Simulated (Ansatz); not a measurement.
# C2H4BClO: up Jacob's ladder to CCSD(T)

The task here is to estimate one member of a computed series from the others.

Method: functionals in def2-TZVPP, the program's frozen cores in correlated methods; program: Ansatz 0.2.0, Gaussian basis.

Plan: LDA (SPW92), PBE-D4, revPBE-D4, BLYP-D4, r2SCAN-D4, B97M-V, PBE0-D4, B3LYP-D4, r2SCANh-D4, r2SCAN0-D4, HSE06-D4, BHLYP-D4, CAM-B3LYP-D4, LC-ωPBE, ωB97X-V, ωB97M-V, B2PLYP, PBE-QIDH; CCSD(T)/def2-SVP; CCSD(T)/def2-TZVPP; MP2/def2-QZVPP; extrapolation to the limit; RPA on PBE.

### The geometry

An earlier PBE0-D4 in a triple-zeta def2 set relaxation fixed the geometry.

9 atoms, charge 0, spin multiplicity 1.

Atoms are counted from 1 here; the program's logs count them from 0.

Bond lengths: C1–C2 1.342 Å, C1–H6 1.081 Å, C1–H7 1.087 Å, C2–O3 1.355 Å, C2–B4 1.545 Å, O3–H8 0.963 Å, B4–Cl5 1.738 Å, B4–H9 1.191 Å. Angles: C2–C1–H6 119.6°, C2–C1–H7 122.9°, H6–C1–H7 117.5°, C1–C2–O3 124.0°, C1–C2–B4 118.3°, O3–C2–B4 117.7°, C2–O3–H8 109.7°, C2–B4–Cl5 121.4°, C2–B4–H9 120.2°, Cl5–B4–H9 118.4°.

The first run:

File in.yaml:

```yaml
crystal:
  periodic: [false, false, false]
  atoms:
    - {symbol: C, position_ang: [0.963526, 0.088096, 0.825711]}
    - {symbol: C, position_ang: [-0.122117, -0.210637, 0.096490]}
    - {symbol: O, position_ang: [-0.976098, -1.222098, 0.386722]}
    - {symbol: B, position_ang: [-0.424628, 0.647714, -1.151887]}
    - {symbol: Cl, position_ang: [-1.812408, 0.335756, -2.150444]}
    - {symbol: H, position_ang: [1.596890, 0.911500, 0.527050]}
    - {symbol: H, position_ang: [1.246139, -0.464771, 1.718381]}
    - {symbol: H, position_ang: [-0.680189, -1.677667, 1.181890]}
    - {symbol: H, position_ang: [0.297484, 1.545906, -1.450911]}
basis:
  gaussian: {orbitals: def2-TZVPP}
hamiltonian: {xc: lda}
output: {orbitals: {seedname: orbitals}}
```

Run with:

```
$ ansatz run in.yaml --threads 2 --pin off --events-out ev --progress --plain --max-ram 4352MiB
```

Steps of the session up to this table: LDA; PBE-D4 (GGA); revPBE-D4 (GGA); BLYP-D4 (GGA); r2SCAN-D4 (meta-GGA); B97M-V (meta-GGA); B3LYP-D4 (hybrid); r2SCANh-D4 (hybrid); r2SCAN0-D4 (hybrid); HSE06-D4 (hybrid); BHLYP-D4 (hybrid); CAM-B3LYP-D4 (range-separated); LC-ωPBE (range-separated); ωB97X-V (range-separated); ωB97M-V (range-separated); B2PLYP (double hybrid); PBE-QIDH (double hybrid).

One table of the session follows, with a row left open; its other results are not shown here.

It belongs to the step «Frontier levels by functional». 

```
  functional  HOMO (eV)  LUMO (eV)  gap (eV)
 LDA (SPW92)      -6.39      -3.11      3.27
      PBE-D4      -6.18      -2.86      3.33
   revPBE-D4      -6.11      -2.75      3.35
     BLYP-D4      -6.03      -2.68      3.35
   r2SCAN-D4          ?          ?         ?
      B97M-V      -6.43      -2.61      3.82
     PBE0-D4      -7.36      -1.96      5.40
    B3LYP-D4      -7.14      -2.14      5.00
  r2SCANh-D4      -6.85      -2.34      4.51
  r2SCAN0-D4      -7.52      -1.85      5.68
    HSE06-D4      -6.96      -2.34      4.62
    BHLYP-D4      -8.40      -0.91      7.49
CAM-B3LYP-D4      -8.67      -0.84      7.83
     LC-ωPBE      -9.99       0.26     10.25
     ωB97X-V      -9.63       0.22      9.85
     ωB97M-V      -9.55       0.08      9.64
```

Estimate the missing values for r2SCAN-D4.

Worked estimate for «HOMO (eV)». Against the share of exact exchange, r2SCANh-D4 (0.1, -6.85), r2SCAN0-D4 (0.25, -7.52) give a slope of -4.47 per unit share; at 0 the line stands at -6.40.

The run gave: HOMO (eV): -6.40; LUMO (eV): -2.66; gap (eV): 3.74. In «HOMO (eV)» the line misses by 0.00.
